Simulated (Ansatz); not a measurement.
# Si4HO8: the cost of one run

Computed with Ansatz 0.2.0 (DFT PBE, scalar-relativistic, plane waves, PAW, unless a step's input says otherwise).

**1. Starting point**

Symmetry: P1, No. 1, triclinic system. The conventional cell has a = 5.320 Å, b = 9.215 Å, c = 18.000 Å, α = 90.00°, β = 90.00°, γ = 90.00°. Si (site symmetry 1) is surrounded by 4 O at 1.60 to 1.63 Å. Around Si (site symmetry 1) lie 1 H at 1.47 Å and 3 O at 1.61 Å. O (site symmetry 1) has 1 H at 0.97 Å as nearest neighbours. Si (site symmetry 1) has 4 O at 1.61 to 1.62 Å as nearest neighbours. O (site symmetry 1) has 2 Si at 1.62 Å as nearest neighbours. Around O (site symmetry 1) lie 2 Si at 1.60 to 1.61 Å. O (site symmetry 1) has 2 Si at 1.61 Å as nearest neighbours. Only part of the 26 independent sites is listed.

Structure file:

```xyz
26
Lattice="10.6400 0.0000 0.0000 -2.6600 4.6073 0.0000 0.0000 0.0000 18.0000" Properties=species:S:1:pos:R:3 pbc="T T T"
Si    0.0000    3.0715   11.5700
Si    0.0000    3.0715    7.3800
O     0.0000    3.0715   13.2000
Si    2.6600    1.5358   10.6200
Si    2.6600    1.5358    7.3800
O     2.6600    1.5358    9.0000
O     2.6600    0.0000   11.1100
O     2.6600    0.0000    6.8900
O    -1.3300    2.3036   11.1100
O    -1.3300    2.3036    6.8900
O     1.3300    2.3036   11.1100
O     1.3300    2.3036    6.8900
Si    5.3200    3.0715   10.6200
Si    5.3200    3.0715    7.3800
O     5.3200    3.0715    9.0000
Si    7.9800    1.5358   10.6200
Si    7.9800    1.5358    7.3800
O     7.9800    1.5358    9.0000
O     7.9800    0.0000   11.1100
O     7.9800    0.0000    6.8900
O     3.9900    2.3036   11.1100
O     3.9900    2.3036    6.8900
O     6.6500    2.3036   11.1100
O     6.6500    2.3036    6.8900
H     0.8633    3.3593   13.5357
H     0.0000    3.0715    8.8500
```

**2. Relaxing the atoms: Si8H2O16 sheet, no spin**

input.yaml reads:

```yaml
crystal:
  lattice:
    - [10.64, 0.0, 0.0]
    - [-2.66, 4.607255, 0.0]
    - [0.0, 0.0, 18.0]
  atoms:
    - { symbol: Si, position: [0.166667, 0.666667, 0.642778] }
    - { symbol: Si, position: [0.166667, 0.666667, 0.41] }
    - { symbol: O, position: [0.166667, 0.666667, 0.733333] }
    - { symbol: Si, position: [0.333333, 0.333333, 0.59] }
    - { symbol: Si, position: [0.333333, 0.333333, 0.41] }
    - { symbol: O, position: [0.333333, 0.333333, 0.5] }
    - { symbol: O, position: [0.25, 0.0, 0.617222] }
    - { symbol: O, position: [0.25, 0.0, 0.382778] }
    - { symbol: O, position: [0.0, 0.5, 0.617222] }
    - { symbol: O, position: [0.0, 0.5, 0.382778] }
    - { symbol: O, position: [0.25, 0.5, 0.617222] }
    - { symbol: O, position: [0.25, 0.5, 0.382778] }
    - { symbol: Si, position: [0.666667, 0.666667, 0.59] }
    - { symbol: Si, position: [0.666667, 0.666667, 0.41] }
    - { symbol: O, position: [0.666667, 0.666667, 0.5] }
    - { symbol: Si, position: [0.833333, 0.333333, 0.59] }
    - { symbol: Si, position: [0.833333, 0.333333, 0.41] }
    - { symbol: O, position: [0.833333, 0.333333, 0.5] }
    - { symbol: O, position: [0.75, 0.0, 0.617222] }
    - { symbol: O, position: [0.75, 0.0, 0.382778] }
    - { symbol: O, position: [0.5, 0.5, 0.617222] }
    - { symbol: O, position: [0.5, 0.5, 0.382778] }
    - { symbol: O, position: [0.75, 0.5, 0.617222] }
    - { symbol: O, position: [0.75, 0.5, 0.382778] }
    - { symbol: H, position: [0.263423, 0.729129, 0.751986] }
    - { symbol: H, position: [0.166667, 0.666667, 0.491667] }
scf:
  occupations: { method: fixed }
output:
  forces: true
  write_density: true
  write_potential: true
  elf: true
  volumetric_format: npy
hamiltonian:
  xc: pbe
kpoints:
  mp_grid: { grid: [2, 4, 1] }
relax:
  f_tol: 0.01
  max_steps: 120
```

Started as:

```console
$ ansatz run input.yaml --threads 4 --pin off --max-ram 7168MiB --backend cpu --events-out ev --progress --plain --runs-dir out
```

**Question.** How long does this run take on 4 threads of Intel Xeon 6975P-C (Granite Rapids), shared host, and how much memory does it need?

About 42 s, with a peak of 1.9 GiB.
